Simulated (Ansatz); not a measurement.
# GeH7NSi: the cost of one run

The runs use Ansatz 0.2.0, Gaussian basis; single points in def2-TZVPP.

Correlated methods freeze the cores. Filled d shells of the heavier atoms are correlated. B3LYP uses VWN-RPA correlation.

## (1) The system as given

SMILES `[SiH3][NH][GeH3]`, 10 atoms, charge 0, spin multiplicity 1.

Atoms are counted from 1 here; the program's logs count them from 0.

Bond lengths: Si1–N2 1.787 Å, Si1–H4 1.060 Å, Si1–H5 1.487 Å, Si1–H6 1.474 Å, N2–Ge3 1.747 Å, N2–H7 0.923 Å, Ge3–H8 1.450 Å, Ge3–H9 1.558 Å, Ge3–H10 1.650 Å. Angles: N2–Si1–H4 114.8°, N2–Si1–H5 101.4°, N2–Si1–H6 111.4°, H4–Si1–H5 119.0°, H4–Si1–H6 102.6°, H5–Si1–H6 107.7°, Si1–N2–Ge3 124.8°, Si1–N2–H7 105.4°, Ge3–N2–H7 126.6°, N2–Ge3–H8 100.7°, N2–Ge3–H9 122.3°, N2–Ge3–H10 113.2°, H8–Ge3–H9 110.4°, H8–Ge3–H10 109.5°, H9–Ge3–H10 100.7°.

Geometry (Å):

```xyz
10
GeH7NSi
Si   -1.2916    0.4697   -0.9094
N     0.4284    0.1970   -0.5086
Ge    1.0030   -0.5211    0.9766
H    -1.9413   -0.3233   -0.6409
H    -1.2003    0.8736   -2.3381
H    -1.8447    1.6089   -0.1560
H     0.9026    0.7571   -1.0679
H     0.1486   -1.6898    1.0580
H     0.9984    0.2494    2.3306
H     2.5807   -0.9979    0.9011
```

## (2) CCSD(T)/def2-TZVPP

Input file run/in.yaml:

```yaml
crystal:
  periodic: [false, false, false]
  atoms:
    - {symbol: Si, position_ang: [-1.291600, 0.469700, -0.909400]}
    - {symbol: N, position_ang: [0.428400, 0.197000, -0.508600]}
    - {symbol: Ge, position_ang: [1.003000, -0.521100, 0.976600]}
    - {symbol: H, position_ang: [-1.941300, -0.323300, -0.640900]}
    - {symbol: H, position_ang: [-1.200300, 0.873600, -2.338100]}
    - {symbol: H, position_ang: [-1.844700, 1.608900, -0.156000]}
    - {symbol: H, position_ang: [0.902600, 0.757100, -1.067900]}
    - {symbol: H, position_ang: [0.148600, -1.689800, 1.058000]}
    - {symbol: H, position_ang: [0.998400, 0.249400, 2.330600]}
    - {symbol: H, position_ang: [2.580700, -0.997900, 0.901100]}
basis:
  gaussian: {orbitals: def2-TZVPP}
correlation: {method: ccsd_t}
```

Launch:

```sh
$ ansatz run in.yaml --threads 8 --pin off --events-out ev --progress --plain --max-ram 10444MiB
```

What time and memory should one allow on 8 threads of Arm Neoverse N1, shared host?

About 60 s, with a peak of 3.2 GiB.
